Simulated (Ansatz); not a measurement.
# AlBH₈OSi₂: one species, many methods

Aim: compute AlBH₈OSi₂ with functionals from several rungs and with coupled cluster, and see how far each lands from CCSD(T) at the basis-set limit for the atomisation energy.

The runs use Ansatz 0.2.0, Gaussian basis; functionals in def2-TZVPP, the program's frozen cores in correlated methods.

Plan: PBE-D4, r2SCAN-D4, PBE0-D4, B3LYP-D4, ωB97X-V, ωB97M-V, B2PLYP; CCSD(T)/def2-TZVPP; MP2/def2-QZVPP; extrapolation to the limit.

## Step 1: Structure used throughout

All runs share one geometry, relaxed beforehand with PBE0-D4 in a triple-zeta def2 set.

13 atoms, charge 0, spin multiplicity 1.

Atoms are counted from 1 here; the program's logs count them from 0.

Bond lengths: Al1–O2 1.689 Å, Al1–H6 1.575 Å, Al1–H7 1.575 Å, O2–B3 1.332 Å, B3–Si4 2.034 Å, B3–H8 1.207 Å, Si4–Si5 2.344 Å, Si4–H9 1.494 Å, Si4–H10 1.491 Å, Si5–H11 1.488 Å, Si5–H12 1.490 Å, Si5–H13 1.489 Å. Angles: O2–Al1–H6 116.8°, O2–Al1–H7 116.8°, H6–Al1–H7 126.5°, Al1–O2–B3 177.5°, O2–B3–Si4 120.3°, O2–B3–H8 118.9°, Si4–B3–H8 120.7°, B3–Si4–Si5 108.2°, B3–Si4–H9 112.1°, B3–Si4–H10 112.8°, Si5–Si4–H9 107.4°, Si5–Si4–H10 107.8°, H9–Si4–H10 108.3°, Si4–Si5–H11 111.9°, Si4–Si5–H12 109.9°, Si4–Si5–H13 110.5°, H11–Si5–H12 108.2°, H11–Si5–H13 108.3° and more.

## Step 2: PBE-D4 (GGA)

in.yaml reads:

```yaml
crystal:
  periodic: [false, false, false]
  atoms:
    - {symbol: Al, position_ang: [-2.072720, -0.179385, 2.404058]}
    - {symbol: O, position_ang: [-1.233107, -0.811888, 1.082041]}
    - {symbol: B, position_ang: [-0.525714, -1.276097, 0.052928]}
    - {symbol: Si, position_ang: [1.325800, -0.530512, -0.339751]}
    - {symbol: Si, position_ang: [1.093700, 1.256570, -1.839066]}
    - {symbol: H, position_ang: [-1.911446, -0.936936, 3.775822]}
    - {symbol: H, position_ang: [-2.943828, 1.106535, 2.141845]}
    - {symbol: H, position_ang: [-1.022087, -2.107534, -0.668429]}
    - {symbol: H, position_ang: [1.989743, 0.001628, 0.888471]}
    - {symbol: H, position_ang: [2.233464, -1.535810, -0.964028]}
    - {symbol: H, position_ang: [2.407767, 1.863664, -2.185792]}
    - {symbol: H, position_ang: [0.236535, 2.315122, -1.235802]}
    - {symbol: H, position_ang: [0.442393, 0.800044, -3.097498]}
basis:
  gaussian: {orbitals: def2-TZVPP}
hamiltonian: {xc: pbe, dispersion: d4}
output: {forces: true, orbitals: {seedname: orbitals}}
```

The run is started by

```console
$ ansatz run in.yaml --threads 4 --pin off --events-out ev --progress --plain --max-ram 10444MiB
```

Further steps of the session: r2SCAN-D4 (meta-GGA); PBE0-D4 (hybrid); B3LYP-D4 (hybrid); ωB97X-V (range-separated); ωB97M-V (range-separated); B2PLYP (double hybrid); CCSD(T) in def2-TZVPP; MP2 in def2-QZVPP.

**Question.** What will the summary of the whole plan be? Wanted: atomisation energy, CCSD(T)/CBS; farthest; mean size of error, hybrid; mean size of error, range-separated; gap, smallest and largest; T1 diagnostic; triples share of the correlation energy.

**Answer**, as computed:

| quantity | value |
| --- | --- |
| atomisation energy, CCSD(T)/CBS | 988.3 kcal/mol |
| functionals within 4.9 kcal/mol (0.5 %) | r2SCAN-D4, B3LYP-D4, ωB97M-V |
| farthest | B2PLYP (-12.5 kcal/mol) |
| mean size of error, hybrid | 6.1 kcal/mol |
| mean size of error, range-separated | 4.2 kcal/mol |
| gap, smallest and largest | 3.83 eV (PBE-D4), 9.95 eV (ωB97X-V) |
| T1 diagnostic | 0.0150 |
| triples share of the correlation energy | 3.4 % |

PBE-D4 misses by -5.8 kcal/mol. Double hybrids carry the basis error of their MP2 part in triple zeta, and no dispersion term here, so their miss is partly the set-up's. The reference freezes the cores and leaves out relativity and excitations past (T), so misses under about 4.9 kcal/mol can't be ranked. Hartree-Fock recovers 77 % of the binding; the rest is correlation. Orbital gaps span 3.8 to 10.0 eV; exact exchange widens them.
